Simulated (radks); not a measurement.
**Mn⁴⁺ in [Ne] 3s1 3p6 3d3 4p1: an all-electron calculation**

The task here is to estimate one member of a computed series from the others.

Program: radks (a radial shooting solver on a logarithmic mesh, Libxc functionals) version 1. Level of theory: scalar-relativistic Kohn-Sham, PBE, spin-unpolarised, spherical densities, point nucleus. These are calculated values, not measurements, unless marked.

**The atom as given**

```
element       : manganese (Z = 25)
charge        : +4
electrons     : 21
configuration : [Ne] 3s1 3p6 3d3 4p1
```

The outer shells:

Mn⁴⁺
```
[Ne] core
3s [↑ ]
3p [↑↓][↑↓][↑↓]
3d [↑ ][↑ ][↑ ][  ][  ]
4p [↑ ][  ][  ]
```

The first run:

The run's settings:

```text
Z 25
configuration [Ne] 3s1 3p6 3d3 4p1
relativity scalar-relativistic
functional pbe,pbe
spin unpolarised
nucleus point
c 137.035999084
```

Among the steps run: Self-consistent calculation.

One of the session's tables, all rows but one given; the rest of the session is left out.

It belongs to the step «Shells». From the orbitals of this run (lengths in bohr):

```
level      <r>  outermost maximum (interpolated)  90 % within  nodes
   1s  0.06090                            0.0399        0.109      0
   2s   0.2792                             0.232        0.433      1
   2p   0.2469                             0.188        0.405      0
   3s   0.8217                             0.725         1.22      2
   3p        ?                                 ?            ?      ?
   3d   0.9165                             0.698         1.49      0
   4p    2.292                              2.10         3.32      2
```

Estimate the missing values for 3p.

The run gave: <r>: 0.8530; outermost maximum (interpolated): 0.734; 90 % within: 1.30; nodes: 1. In the column «<r>» it lies between 3s (0.8217) and 3d (0.9165).
